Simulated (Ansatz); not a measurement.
# TeC2S2I2N4: the cost of one run

Program: Ansatz 0.2.0. Level of theory: DFT PBEsol, scalar-relativistic, plane waves, PAW. These are calculated values, not measurements.

## 1. The starting structure

It takes space group C2/c (No. 15, monoclinic). The conventional cell has a = 15.760 Å, b = 8.262 Å, c = 11.423 Å, α = 90.00°, β = 115.53°, γ = 90.00°. Te (site symmetry 2) has 2 I at 2.81 Å and 2 S at 3.00 Å as nearest neighbours. Around C (site symmetry 1) lie 2 N at 1.39 Å. S (site symmetry 1) is surrounded by 1 C at 1.60 Å. Around I (site symmetry 1) lie 1 Te at 2.81 Å. Around N (site symmetry 1) lie 1 N at 1.32 Å and 1 C at 1.39 Å.

Structure file:

```
CELL_PARAMETERS angstrom
7.88015 -4.13094 0.00000
7.88015 4.13094 0.00000
-4.92271 0.00000 10.30813
ATOMIC_POSITIONS crystal
Te 0.09788 0.90212 0.25000
Te 0.90212 0.09788 0.75000
C 0.50493 0.76009 0.53347
C 0.23991 0.49507 0.96653
C 0.49507 0.23991 0.46653
C 0.76009 0.50493 0.03347
S 0.50244 0.73454 0.38621
S 0.26546 0.49756 0.11379
S 0.49756 0.26546 0.61379
S 0.73454 0.50244 0.88621
I 0.01962 0.23595 0.44069
I 0.76405 0.98038 0.05931
I 0.98038 0.76405 0.55931
I 0.23595 0.01962 0.94069
N 0.59203 0.77222 0.66398
N 0.22778 0.40797 0.83602
N 0.40797 0.22778 0.33602
N 0.77222 0.59203 0.16398
N 0.42719 0.78300 0.62788
N 0.21700 0.57281 0.87212
N 0.57281 0.21700 0.37212
N 0.78300 0.42719 0.12788
```

The structure comes from the Materials Project (structure only).

## 2. Reference: the cell as listed

Input file input.yaml:

```yaml
crystal:
  lattice:
    - [7.88015, -4.13094, 0.0]
    - [7.88015, 4.13094, 0.0]
    - [-4.92271, 0.0, 10.308126]
  atoms:
    - { symbol: Te, position: [0.097883, 0.902117, 0.25] }
    - { symbol: Te, position: [0.902117, 0.097883, 0.75] }
    - { symbol: C, position: [0.504933, 0.760085, 0.533473] }
    - { symbol: C, position: [0.239915, 0.495067, 0.966527] }
    - { symbol: C, position: [0.495067, 0.239915, 0.466527] }
    - { symbol: C, position: [0.760085, 0.504933, 0.033473] }
    - { symbol: S, position: [0.502437, 0.734541, 0.386213] }
    - { symbol: S, position: [0.265459, 0.497563, 0.113787] }
    - { symbol: S, position: [0.497563, 0.265459, 0.613787] }
    - { symbol: S, position: [0.734541, 0.502437, 0.886213] }
    - { symbol: I, position: [0.019623, 0.235952, 0.440691] }
    - { symbol: I, position: [0.764048, 0.980377, 0.059309] }
    - { symbol: I, position: [0.980377, 0.764048, 0.559309] }
    - { symbol: I, position: [0.235952, 0.019623, 0.940691] }
    - { symbol: "N", position: [0.592029, 0.772219, 0.66398] }
    - { symbol: "N", position: [0.227781, 0.407971, 0.83602] }
    - { symbol: "N", position: [0.407971, 0.227781, 0.33602] }
    - { symbol: "N", position: [0.772219, 0.592029, 0.16398] }
    - { symbol: "N", position: [0.427195, 0.783003, 0.627879] }
    - { symbol: "N", position: [0.216997, 0.572805, 0.872121] }
    - { symbol: "N", position: [0.572805, 0.216997, 0.372121] }
    - { symbol: "N", position: [0.783003, 0.427195, 0.127879] }
basis:
  ecutwfc: 420
kpoints:
  mp_grid: { grid: [6, 6, 4] }
hamiltonian:
  xc: pbesol
scf:
  occupations: { method: gaussian, width: 0.1 }
output:
  forces: true
  stress: true
  eigenvalues: true
  populations: true
```

Started as:

```
> ansatz run input.yaml --threads 4 --pin off --max-ram 7168MiB --backend cpu --events-out ev --progress --plain --runs-dir out
```

**Question.** How long does this run take on 4 threads of Arm Neoverse N1, shared host, and how much memory does it need?

About 3.1 min, with a peak of 3.3 GiB.
